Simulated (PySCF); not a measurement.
# CuH9N3 ([Cu(NH3)3]+): the cost of one run

Programs: PySCF 2.14.0, with density-fitted response routines of our own. Each step states its level of theory. These are calculated values for one molecule in the gas phase, unless marked as measured. Atoms are numbered from 0 throughout.

## 1. Starting geometry

13 atoms, charge 1, multiplicity 1; geometry from: GFN2-xTB. The atoms were then displaced at random by about 0.03 Å, so the start is not that level's minimum.

Bonds of the start (Å): Cu0–N1 1.97, Cu0–N5 2.16, Cu0–N9 2.02, N1–H2 1.00, N1–H3 1.07, N1–H4 1.03, N5–H6 1.00, N5–H7 0.99, N5–H8 1.02, N9–H10 1.03, N9–H11 1.01, N9–H12 1.03.

## 2. Relaxing the molecule at PBE0-D3(BJ)/def2-SVP

What the job is given:

```
{"job": {"xc": "PBE0", "basis": "def2-SVP", "d3": "d3bj", "grid": 1, "maxiter": 40, "shake": 0.03, "kind": "geom"}, "charge": 1, "multiplicity": 1}
Cu     0.056840    -0.079320     0.008950
N      2.023420    -0.015310    -0.019490
H      2.350100    -0.952280    -0.096110
H      2.500120     0.431110     0.825010
H      2.388990     0.502250    -0.837580
N     -1.026840     1.788840    -0.009720
H     -1.520590     1.875150     0.855130
H     -1.613960     1.838950    -0.800270
H     -0.384180     2.578300    -0.016070
N     -1.033870    -1.780070     0.043450
H     -2.055490    -1.631030    -0.002640
H     -0.806310    -2.291160     0.881250
H     -0.847590    -2.317560    -0.809720
```

The run is started by

```bash
OMP_NUM_THREADS=1 python probes_run.py task.json out
```

The driver reads the jobs from task.json and runs them one after another.

**Question.** How long does this first job take on 1 thread of Arm Neoverse V2, shared host, and how much memory does it need?

About 33 s, with a peak of 0.45 GiB.
